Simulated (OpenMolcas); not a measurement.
# Multireference states of RuH⁺

Which states of RuH⁺ lie lowest, and how does spin–orbit coupling split them?

Method: SA-CASSCF(8,7), XMS-CASPT2, RASSI; ANO-RCC-VDZP; program: OpenMolcas 26.06.

All values are calculated.

### Step 1. The job

C2 symmetry about the axis (a holds Σ, Δ, Γ; b holds Π, Φ, H; Σ⁺ and Σ⁻ are not told apart); roots by multiplicity and irrep: 5a 3, 3b 6, 5b 2, 3a 4, 1a 3, 1b 2.

Active shells: Ru 5s 4d, H 1s.

File m.inp:

```
&GATEWAY
Coord
2
angstrom
Ru 0.0 0.0 0.0
H 0.0 0.0 1.6040
Basis=ANO-RCC-VDZP
Group=XY
RX2C
AMFI
ANGMom
0.0 0.0 0.0
RICD
&SEWARD
&GUESSORB
&RASSCF
FileOrb=$CurrDir/o51.orb
Symmetry=1
Spin=5
nActEl=8 0 0
Inactive=10 8
RAS2=5 2
CIRoot=3 3 1
Linear
Iterations=120 100
OrbListing=Nothing
PRWF=0.15
>>COPY $Project.RasOrb $CurrDir/o51.orb
>>COPY $Project.rasscf.h5 $CurrDir/r51.h5
&CASPT2
XMultistate=all
Imaginary=0.2
IPEA=0.25
MaxIter=40
>>COPY $Project.JobMix JOB001
&RASSCF
FileOrb=$CurrDir/o32.orb
Symmetry=2
Spin=3
nActEl=8 0 0
Inactive=10 8
RAS2=5 2
CIRoot=6 6 1
Linear
Iterations=120 100
OrbListing=Nothing
PRWF=0.15
>>COPY $Project.RasOrb $CurrDir/o32.orb
>>COPY $Project.rasscf.h5 $CurrDir/r32.h5
&CASPT2
XMultistate=all
Imaginary=0.2
IPEA=0.25
MaxIter=40
>>COPY $Project.JobMix JOB002
&RASSCF
FileOrb=$CurrDir/o52.orb
Symmetry=2
Spin=5
nActEl=8 0 0
Inactive=10 8
RAS2=5 2
CIRoot=2 2 1
Linear
Iterations=120 100
OrbListing=Nothing
PRWF=0.15
>>COPY $Project.RasOrb $CurrDir/o52.orb
>>COPY $Project.rasscf.h5 $CurrDir/r52.h5
&CASPT2
XMultistate=all
Imaginary=0.2
IPEA=0.25
MaxIter=40
>>COPY $Project.JobMix JOB003
&RASSCF
FileOrb=$CurrDir/o31.orb
Symmetry=1
Spin=3
nActEl=8 0 0
Inactive=10 8
RAS2=5 2
CIRoot=4 4 1
Linear
Iterations=120 100
OrbListing=Nothing
PRWF=0.15
>>COPY $Project.RasOrb $CurrDir/o31.orb
>>COPY $Project.rasscf.h5 $CurrDir/r31.h5
&CASPT2
XMultistate=all
Imaginary=0.2
IPEA=0.25
MaxIter=40
>>COPY $Project.JobMix JOB004
&RASSCF
FileOrb=$CurrDir/o11.orb
Symmetry=1
Spin=1
nActEl=8 0 0
Inactive=10 8
RAS2=5 2
CIRoot=3 3 1
Linear
Iterations=120 100
OrbListing=Nothing
PRWF=0.15
>>COPY $Project.RasOrb $CurrDir/o11.orb
>>COPY $Project.rasscf.h5 $CurrDir/r11.h5
&CASPT2
XMultistate=all
Imaginary=0.2
IPEA=0.25
MaxIter=40
>>COPY $Project.JobMix JOB005
&RASSCF
FileOrb=$CurrDir/o12.orb
Symmetry=2
Spin=1
nActEl=8 0 0
Inactive=10 8
RAS2=5 2
CIRoot=2 2 1
Linear
Iterations=120 100
OrbListing=Nothing
PRWF=0.15
>>COPY $Project.RasOrb $CurrDir/o12.orb
>>COPY $Project.rasscf.h5 $CurrDir/r12.h5
&CASPT2
XMultistate=all
Imaginary=0.2
IPEA=0.25
MaxIter=40
>>COPY $Project.JobMix JOB006
&RASSI
Nr of JobIphs=6 3 6 2 4 3 2
1 2 3
1 2 3 4 5 6
1 2
1 2 3 4
1 2 3
1 2
SpinOrbit
EJob
Omega
MEES
MESO
Properties=4
'AngMom' 3 'Mltpl  1' 1 'Mltpl  1' 2 'Mltpl  1' 3
Thrs=1.0d-4
>>COPY $Project.rassi.h5 $CurrDir/so.h5
```

Each module block was a call of its own in one work directory; start orbitals came from a preliminary run.

The run is started by

```sh
pymolcas m.inp
```

### Step 2. The spin-free blocks

Further steps of the session: Spin–orbit coupling by RASSI.

Before running it: what results should come out? Wanted: lowest spin-free state; next spin-free state; lowest level; next level; lowering by spin–orbit coupling.

The runs gave:

```
                       quantity                           value
         lowest spin-free state                           (1)5Π
           next spin-free state                 (1)3Σ, 0.066 eV
                   lowest level  Ω = 4, 52 % (1)3Φ + 47 % (1)5Δ
                     next level                 Ω = 3, 302 cm⁻¹
lowering by spin–orbit coupling                       1152 cm⁻¹
```

At 1.604 Å the lowest computed level has Ω = 4 and is 52 % (1)3Φ + 47 % (1)5Δ. The levels that stem mainly from (1)5Π spread over 1698 cm⁻¹. Only the spin multiplicities and numbers of roots in the input were computed, so the list of states is not complete and the lowest one found need not be the ground state; labels number the states computed. For d and f metals this valence active space lacks a second d shell: the order of states is not reliable within half an eV or more, and the lowest computed state need not be the true ground state.
